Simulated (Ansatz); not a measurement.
# Mg5Cd3O8: the cost of one run

Computed with Ansatz 0.2.0 (DFT PBEsol, scalar-relativistic, plane waves, PAW, unless a step's input says otherwise).

That is the level of the relaxation; later steps name their own.

## (1) Starting point

Symmetry: R-3m, No. 166, trigonal system. The conventional cell has a = 6.219 Å, b = 6.219 Å, c = 15.234 Å, α = 90.00°, β = 90.00°, γ = 120.00°. Around Cd (site symmetry 2/m) lie 6 O at 2.20 Å. Mg (site symmetry -3m) is surrounded by 6 O at 2.20 Å. Mg (site symmetry 2/m) has 6 O at 2.20 Å as nearest neighbours. O (site symmetry m) is surrounded by 2 Cd at 2.20 Å and 4 Mg at 2.20 Å. O (site symmetry 3m) is surrounded by 3 Cd at 2.20 Å and 3 Mg at 2.20 Å.

As a file:

```
CELL_PARAMETERS angstrom
-4.39775 -4.39775 0.00000
-4.39775 0.00000 -4.39775
0.00000 -4.39775 -4.39775
ATOMIC_POSITIONS crystal
Cd 0.50000 0.50000 0.50000
Cd 0.00000 0.50000 0.50000
Cd 0.50000 0.00000 0.50000
Mg 0.00000 0.00000 0.50000
Mg 0.50000 0.50000 0.00000
Mg 0.00000 0.50000 0.00000
Mg 0.50000 0.00000 0.00000
Mg 0.00000 0.00000 0.00000
O 0.25000 0.25000 0.25000
O 0.75000 0.25000 0.25000
O 0.25000 0.75000 0.25000
O 0.75000 0.75000 0.25000
O 0.25000 0.25000 0.75000
O 0.75000 0.25000 0.75000
O 0.25000 0.75000 0.75000
O 0.75000 0.75000 0.75000
```

(A quick probe on a coarse mesh, which set the mesh and smearing, is not shown.)

## (3) A loose first relaxation

Input file input.yaml:

```yaml
crystal:
  lattice:
    - [-4.39775, -4.39775, 0.0]
    - [-4.39775, 0.0, -4.39775]
    - [0.0, -4.39775, -4.39775]
  atoms:
    - { symbol: Cd, position: [0.5, 0.5, 0.5] }
    - { symbol: Cd, position: [0.0, 0.5, 0.5] }
    - { symbol: Cd, position: [0.5, 0.0, 0.5] }
    - { symbol: Mg, position: [0.0, 0.0, 0.5] }
    - { symbol: Mg, position: [0.5, 0.5, 0.0] }
    - { symbol: Mg, position: [0.0, 0.5, 0.0] }
    - { symbol: Mg, position: [0.5, 0.0, 0.0] }
    - { symbol: Mg, position: [0.0, 0.0, 0.0] }
    - { symbol: O, position: [0.25, 0.25, 0.25] }
    - { symbol: O, position: [0.75, 0.25, 0.25] }
    - { symbol: O, position: [0.25, 0.75, 0.25] }
    - { symbol: O, position: [0.75, 0.75, 0.25] }
    - { symbol: O, position: [0.25, 0.25, 0.75] }
    - { symbol: O, position: [0.75, 0.25, 0.75] }
    - { symbol: O, position: [0.25, 0.75, 0.75] }
    - { symbol: O, position: [0.75, 0.75, 0.75] }
basis:
  ecutwfc: 420
kpoints:
  mp_grid: { grid: [4, 4, 4] }
hamiltonian:
  xc: pbesol
scf:
  occupations: { method: gaussian, width: 0.1 }
output:
  forces: true
  stress: true
  eigenvalues: true
relax:
  adjacent_minimum: "off"
  f_tol: 0.05
  max_steps: 80
  cell: { stress_tol: 0.5 }
```

On the command line:

```console
$ ansatz run input.yaml --threads 4 --pin off --max-ram 10240MiB --backend cpu --events-out ev --progress --plain --runs-dir out
```

**Question.** How long does this run take on 4 threads of Arm Neoverse V2, shared host, and how much memory does it need?

About 17 s, with a peak of 0.72 GiB.
